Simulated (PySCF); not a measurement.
# IrO₃⁺: structure of the singlet

The task is one start of a wider search on IrO₃⁺: the singlet, built as T-shaped. It is relaxed, tested by its Hessian and followed downhill if it is a saddle.

The runs use PySCF 2.14.0; B3LYP, basis Ir def2-SVP with ECP60, O def2-SVP, scalar-relativistic core potentials, no spin–orbit coupling, density fitting.

## Step 1: The starting structure

4 atoms, charge 1, spin multiplicity 1.

Bond lengths: Ir1–O2 1.686 Å, Ir1–O3 1.686 Å, Ir1–O4 1.686 Å. Angles: O2–Ir1–O3 88.0°, O2–Ir1–O4 88.0°, O3–Ir1–O4 176.0°.

Coordinates in bohr (charge 1 multiplicity 1):
```
Ir    0.0000    0.0000    0.0000
O     0.0000    0.0000    3.1853
O     3.1834    0.0000    0.1111
O    -3.1834    0.0000    0.1111
```

## Step 2: First SCF at the start

One driver script runs all steps and calls PySCF; scf.py shows how it sets up the SCF of each step. The optimiser is the driver's own. After this first run the driver tries any further starts and a stability analysis.

File scf.py:

```python
from pyscf import gto, scf, dft
mol = gto.M(atom='''
Ir     0.000000     0.000000     0.000000
O      0.000000     0.000000     1.685600
O      1.684600     0.000000     0.058800
O     -1.684600     0.000000     0.058800''',
    basis={'Ir': 'def2-SVP', 'O': 'def2-SVP'},
    ecp={'Ir': 'def2-SVP'},
    charge=1, spin=0)
mf = dft.RKS(mol, xc='B3LYP')
mf.grids.atom_grid = (50, 194)
aux = {'Ir': 'def2-universal-JKFIT', 'O': 'def2-universal-JKFIT'}
mf = mf.density_fit(auxbasis=aux)
mf.conv_tol = 1e-08
mf.diis_space = 10
mf.max_cycle = 60
mf.init_guess = 'minao'
mf.verbose = 4
mf.kernel()
```

Launch:

```
OMP_NUM_THREADS=2 python axn.py task.json out
```

Further steps of the session: Relaxation: T-shaped start, singlet; Hessian and properties.

Q: Predict the outcome of this session. Wanted: minimum; geometry; wavenumbers; dipole moment; highest occupied, lowest empty level; polar-tensor charge of Ir1; zero-point energy.

**Answer**, as computed:

| quantity | value |
| --- | --- |
| minimum | singlet, D3h |
| geometry | Ir–O 1.684 Å (×3); O–Ir–O 120.0° (×3) |
| wavenumbers (cm⁻¹) | 148 (a2''), 297 (e'), 984 (e'), 1022 (a1') |
| dipole moment (centre of mass) | 0.00 D |
| highest occupied, lowest empty level | -17.31, -13.37 eV |
| polar-tensor charge of Ir1 | +1.51 e |
| zero-point energy | 22.3 kJ/mol |
| entropy at 298.15 K | 290.9 J/(mol K) |

In words: From C2v at the start the molecule goes to a D3h minimum. In the infrared the band at 984 cm⁻¹ (e', stretch) leads. Other starts or spin states, not run here, may lie lower. With an element this heavy the missing spin–orbit coupling can shift these numbers.
